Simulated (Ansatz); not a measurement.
Runs of Ansatz 0.2.0 on Ni2SbTe. It takes space group P-6m2 (No. 187, hexagonal). Conventional cell: a = 3.966 Å, b = 3.966 Å, c = 5.203 Å, α = 90.00°, β = 90.00°, γ = 120.00°. Around Te (site symmetry -6m2) lie 6 Ni at 2.64 Å. Around Sb (site symmetry -6m2) lie 6 Ni at 2.63 Å. Around Ni (site symmetry 3m) lie 2 Ni at 2.57 to 2.63 Å and 3 Sb at 2.63 Å and 3 Te at 2.64 Å. The cell comes from a database or a generator and needn't be the stable form of this composition.

| spin | k mesh | gap on the mesh (eV) | pressure (GPa) | moment (μB) | largest force (eV/Å) |
| --- | --- | --- | --- | --- | --- |
| non-collinear, random start | 6 × 6 × 4 | none | (a) | 0.00 | 0.06 |
| collinear, ferromagnetic start | 8 × 8 × 5 | none | 2.8 | 0.00 | 0.01 |
| collinear, random start | 8 × 8 × 5 | none | 2.8 | 0.00 | 0.01 |
| off | 8 × 8 × 5 | none | 2.8 | - | 0.01 |
| collinear, ferrimagnetic start | 8 × 8 × 5 | none | 2.8 | 0.00 | 0.01 |
| collinear, antiferromagnetic start | 8 × 8 × 5 | none | 2.8 | 0.00 | 0.01 |

Alike in all rows: task single point; level PBE; potentials or basis Ansatz PAW; cell as given; cutoff (eV) 420; smearing fermi-dirac 0.05 eV.

Fill in the values left out.

(a) 2.9.

Caveats: the starting moments weren't kept (some runs).

A k mesh can miss the band edges, and the runs leave out spin-orbit coupling on Sb, Te.

A gap of «none» marks a metal or a gap under the smearing width.
